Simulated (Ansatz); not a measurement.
# C2H6BClS: a ladder of functionals and wavefunction methods

An exercise on one series of results from a longer session: the logs are not shown, and one member is left open.

Method: functionals in def2-TZVPP, the program's frozen cores in correlated methods; program: Ansatz 0.2.0, Gaussian basis.

Levels to be run: LDA (SPW92), PBE-D4, revPBE-D4, BLYP-D4, r2SCAN-D4, B97M-V, PBE0-D4, B3LYP-D4, r2SCANh-D4, r2SCAN0-D4, HSE06-D4, BHLYP-D4, CAM-B3LYP-D4, LC-ωPBE, ωB97X-V, ωB97M-V, B2PLYP, PBE-QIDH; CCSD(T)/def2-SVP; CCSD(T)/def2-TZVPP; MP2/def2-QZVPP; extrapolation to the limit; RPA on PBE.

### Structure used throughout

An earlier PBE0-D4 in a triple-zeta def2 set relaxation fixed the geometry.

SMILES `CCB(S)Cl`, 11 atoms, charge 0, spin multiplicity 1.

Atoms are counted from 1 here; the program's logs count them from 0.

Bond lengths: C1–C2 1.526 Å, C1–H6 1.091 Å, C1–H7 1.092 Å, C1–H8 1.092 Å, C2–B3 1.565 Å, C2–H9 1.101 Å, C2–H10 1.095 Å, B3–S4 1.792 Å, B3–Cl5 1.764 Å, S4–H11 1.344 Å. Angles: C2–C1–H6 111.2°, C2–C1–H7 111.1°, C2–C1–H8 111.2°, H6–C1–H7 108.0°, H6–C1–H8 107.4°, H7–C1–H8 107.7°, C1–C2–B3 116.1°, C1–C2–H9 109.2°, C1–C2–H10 110.4°, B3–C2–H9 105.3°, B3–C2–H10 110.1°, H9–C2–H10 105.1°, C2–B3–S4 124.7°, C2–B3–Cl5 120.6°, S4–B3–Cl5 114.7°, B3–S4–H11 96.7°.

The first run:

in.yaml reads:

```yaml
crystal:
  periodic: [false, false, false]
  atoms:
    - {symbol: C, position_ang: [-1.015890, -0.310814, -1.056769]}
    - {symbol: C, position_ang: [0.057895, -0.517149, 0.007169]}
    - {symbol: B, position_ang: [0.824499, 0.766545, 0.467975]}
    - {symbol: S, position_ang: [1.445781, 1.043141, 2.125961]}
    - {symbol: Cl, position_ang: [1.190815, 2.053196, -0.681460]}
    - {symbol: H, position_ang: [-0.602393, 0.161464, -1.949318]}
    - {symbol: H, position_ang: [-1.462002, -1.261984, -1.354692]}
    - {symbol: H, position_ang: [-1.818721, 0.332241, -0.688834]}
    - {symbol: H, position_ang: [0.833062, -1.192048, -0.386716]}
    - {symbol: H, position_ang: [-0.359218, -1.037329, 0.875330]}
    - {symbol: H, position_ang: [0.971371, -0.094265, 2.661754]}
basis:
  gaussian: {orbitals: def2-TZVPP}
hamiltonian: {xc: lda}
output: {orbitals: {seedname: orbitals}}
```

Started as:

```sh
$ ansatz run in.yaml --threads 4 --pin off --events-out ev --progress --plain --max-ram 10444MiB
```

Steps of the session up to this table: LDA; PBE-D4 (GGA); revPBE-D4 (GGA); BLYP-D4 (GGA); r2SCAN-D4 (meta-GGA); B97M-V (meta-GGA); PBE0-D4 (hybrid); B3LYP-D4 (hybrid); r2SCANh-D4 (hybrid); r2SCAN0-D4 (hybrid); HSE06-D4 (hybrid); BHLYP-D4 (hybrid); CAM-B3LYP-D4 (range-separated); LC-ωPBE (range-separated); ωB97X-V (range-separated); ωB97M-V (range-separated); B2PLYP (double hybrid); PBE-QIDH (double hybrid).

One of the session's tables, all rows but one given; the rest of the session is left out.

It belongs to the step «Orbital energies across the functionals». 

```
  functional  HOMO (eV)  gap (eV)
 LDA (SPW92)          ?         ?
      PBE-D4      -6.83      5.03
   revPBE-D4      -6.78      5.08
     BLYP-D4      -6.65      5.04
   r2SCAN-D4      -7.11      5.61
      B97M-V      -7.18      5.78
     PBE0-D4      -8.03      7.17
    B3LYP-D4      -7.78      6.73
  r2SCANh-D4      -7.55      6.38
  r2SCAN0-D4      -8.22      7.53
    HSE06-D4      -7.63      6.38
    BHLYP-D4      -9.08      9.31
CAM-B3LYP-D4      -9.33      9.61
     LC-ωPBE     -10.74     12.13
     ωB97X-V     -10.37     11.70
     ωB97M-V     -10.20     11.36
```

Q: Estimate the row for LDA (SPW92) from the others.

The run gave: HOMO (eV): -6.96; gap (eV): 4.93. In the column «HOMO (eV)» it lies between r2SCAN-D4 (-7.11) and PBE-D4 (-6.83).
